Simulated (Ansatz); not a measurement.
Here is an Ansatz 0.2.0 calculation.

The input input.yaml:

```yaml
crystal:
  lattice:
    - [4.0427717803, 0.0, 0.0]
    - [-2.0213858901, 3.5011430634, 0.0]
    - [0.0, 0.0, 8.747969]
  atoms:
    - { symbol: La, position: [0.664296, 0.338303, 0.254307] }
    - { symbol: La, position: [0.680713, 0.349287, 0.744199] }
    - { symbol: Fe, position: [-0.005206, 0.002307, 0.497244], spin: 3.0 }
    - { symbol: Si, position: [0.345437, 0.669128, -0.002675] }
    - { symbol: Si, position: [0.323736, 0.669541, 0.495474] }
    - { symbol: Si, position: [0.011785, 0.008609, 0.001856] }
hamiltonian:
  xc: pbe
  pseudopotentials: { kind: paw }
magnetization:
  spin_polarized: true
kpoints:
  mp_grid: { grid: [8, 8, 3] }
scf:
  occupations: { method: fermi_dirac, width: 0.05 }
output:
  forces: true
  stress: true
  eigenvalues: true
```

Potentials or basis: Ansatz PAW.

Command:

```console
$ ansatz run input.yaml --threads 2 --pin off --max-ram 5120MiB --backend cpu --events-out ev --progress --plain --runs-dir out
```

Task: What does it give for the pressure?

Result: 2.4 GPa.

Task: Estimate the net moment.

Result: 1.45 μB per cell.

Forces in eV/Å, atoms in the order of the input:
```
La   0.092 -0.007 -0.019
La  -0.094 -0.171 -0.097
Fe  -0.102  0.046  0.035
Si  -0.206  0.257 -0.028
Si   0.270  0.059  0.149
Si   0.040 -0.182 -0.039
```

Spin-orbit coupling is left out, which matters for the levels of La.
